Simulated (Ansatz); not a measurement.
# F2H6SSi2: the cost of one run

All numbers below are computed with Ansatz 0.2.0 (RKS PBE0-D4/def2-SVP).

## (1) The starting structure

Bond lengths: Si1–S2 2.529 Å, Si1–F3 1.631 Å, Si1–F4 1.600 Å, Si1–H5 1.436 Å, Si1–Si7 2.597 Å, S2–H8 1.325 Å, Si7–H9 1.458 Å, Si7–H10 1.456 Å, Si7–H11 1.462 Å. Angles (14 of 17 angles, heavy atoms first): S2–Si1–F3 179.0°, S2–Si1–F4 86.0°, S2–Si1–Si7 91.4°, F3–Si1–F4 93.3°, F3–Si1–Si7 88.1°, F4–Si1–Si7 104.5°, Si1–S2–H8 95.7°, S2–Si1–H5 84.8°, F3–Si1–H5 96.2°, F4–Si1–H5 129.0°, H5–Si1–Si7 125.7°, Si1–Si7–H9 106.6°, Si1–Si7–H10 96.7°, Si1–Si7–H11 123.4°.

Structure file:

```xyz
11

Si   -1.0946   -0.3851   -0.0452
S    -0.8322    1.2666    1.8525
F    -1.2410   -1.4638   -1.2597
F    -0.8795   -1.5198    1.0615
H    -2.2817    0.3611   -0.3559
H     0.2152    0.7063    0.5062
Si    1.2959    0.1375   -0.9161
H    -0.2752    0.4102    2.6959
H     1.1761    1.3010   -1.7867
H     1.4549   -1.0722   -1.7103
H     2.4620    0.2582   -0.0421
```

## (2) A restrained relaxation towards end A

Springs on the bonds that form and break draw the guess towards this end; the thresholds are loose.

input.yaml

```yaml
crystal:
  periodic: [false, false, false]
  atoms:
    - { symbol: Si, position_ang: [-1.0946, -0.3851, -0.0452] }
    - { symbol: S, position_ang: [-0.8322, 1.2666, 1.8525] }
    - { symbol: F, position_ang: [-1.241, -1.4638, -1.2597] }
    - { symbol: F, position_ang: [-0.8795, -1.5198, 1.0615] }
    - { symbol: H, position_ang: [-2.2817, 0.3611, -0.3559] }
    - { symbol: H, position_ang: [0.2152, 0.7063, 0.5062] }
    - { symbol: Si, position_ang: [1.2959, 0.1375, -0.9161] }
    - { symbol: H, position_ang: [-0.2752, 0.4102, 2.6959] }
    - { symbol: H, position_ang: [1.1761, 1.301, -1.7867] }
    - { symbol: H, position_ang: [1.4549, -1.0722, -1.7103] }
    - { symbol: H, position_ang: [2.462, 0.2582, -0.0421] }
basis:
  gaussian: { orbitals: def2-SVP }
hamiltonian:
  xc: pbe0
  dispersion: d4
relax:
  f_tol: 0.15
  max_steps: 25
  restrain:
    - { distance: [0, 6], at: 3.52, k: 30.0 }
    - { distance: [5, 1], at: 2.66, k: 30.0 }
    - { distance: [0, 1], at: 2.16, k: 30.0 }
    - { distance: [5, 6], at: 1.42, k: 30.0 }
output:
  orbitals: {}
```

Command:

```sh
> ansatz run input.yaml --threads 2 --pin off --max-ram 3072MiB --backend cpu --events-out ev --progress --plain --runs-dir out
```

What time and memory should one allow on 2 threads of Intel Xeon 6975P-C (Granite Rapids), shared host?

About 35 s, with a peak of 0.28 GiB.
